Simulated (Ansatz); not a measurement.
# Si2Ge3: the cost of one run

Program: Ansatz 0.2.0. Level of theory: DFT PBE, scalar-relativistic, plane waves, PAW. These are calculated values, not measurements.

## 1. The structure to begin with

It takes space group P-6m2 (No. 187, hexagonal). The conventional cell has a = 2.922 Å, b = 2.922 Å, c = 23.868 Å, α = 90.00°, β = 90.00°, γ = 120.00°. Si (site symmetry 3m) is surrounded by 9 Si at 2.92 Å and 3 Ge at 2.92 Å. Around Ge (site symmetry 3m) lie 12 Ge at 2.92 Å. Around Ge (site symmetry -6m2) lie 6 Ge at 2.92 Å and 6 Si at 2.92 Å. Ge (site symmetry 3m) has 9 Ge at 2.92 Å and 3 Si at 2.92 Å as nearest neighbours. Around Ge (site symmetry -6m2) lie 12 Ge at 2.92 Å.

Coordinates:

```xyz
10
Lattice="2.9220 0.0000 0.0000 -1.4610 2.5306 0.0000 0.0000 0.0000 23.8681" Properties=species:S:1:pos:R:3 pbc="T T T"
Si    0.0000    1.6870   16.7077
Si    0.0000    1.6870    7.1604
Si    1.4610    0.8435    9.5472
Si    1.4610    0.8435   14.3209
Ge    0.0000    1.6870   21.4813
Ge    0.0000    1.6870    2.3868
Ge    0.0000    1.6870   11.9341
Ge    1.4610    0.8435   19.0945
Ge    1.4610    0.8435    0.0000
Ge    1.4610    0.8435    4.7736
```

The start is an ordering of an alloy on its end members' structure types: elements ordered on the sites of the Na type, Si/Ge on Na (P-6m2, No. 187).

## 2. A first look at the guess

The input, input.yaml:

```yaml
crystal:
  lattice:
    - [2.92204033, 0.0, 0.0]
    - [-1.46102016, 2.53056115, 0.0]
    - [0.0, 0.0, 23.86810589]
  atoms:
    - { symbol: Si, position: [0.33333333, 0.66666667, 0.7] }
    - { symbol: Si, position: [0.33333333, 0.66666667, 0.3] }
    - { symbol: Si, position: [0.66666667, 0.33333333, 0.4] }
    - { symbol: Si, position: [0.66666667, 0.33333333, 0.6] }
    - { symbol: Ge, position: [0.33333333, 0.66666667, 0.9] }
    - { symbol: Ge, position: [0.33333333, 0.66666667, 0.1] }
    - { symbol: Ge, position: [0.33333333, 0.66666667, 0.5] }
    - { symbol: Ge, position: [0.66666667, 0.33333333, 0.8] }
    - { symbol: Ge, position: [0.66666667, 0.33333333, 0.0] }
    - { symbol: Ge, position: [0.66666667, 0.33333333, 0.2] }
basis:
  ecutwfc: 420
kpoints:
  mp_grid: { grid: [6, 6, 1] }
hamiltonian:
  xc: pbe
scf:
  occupations: { method: gaussian, width: 0.1 }
  lower_state_search: "off"
output:
  forces: true
  stress: true
  eigenvalues: true
```

On the command line:

```console
ansatz run input.yaml --threads 1 --pin off --max-ram 2560MiB --backend cpu --events-out ev --progress --plain --runs-dir out
```

Q: Estimate wall time and peak memory on 1 thread of Intel Xeon at 2.70GHz, shared host.

About 8.4 s, with a peak of 0.41 GiB.
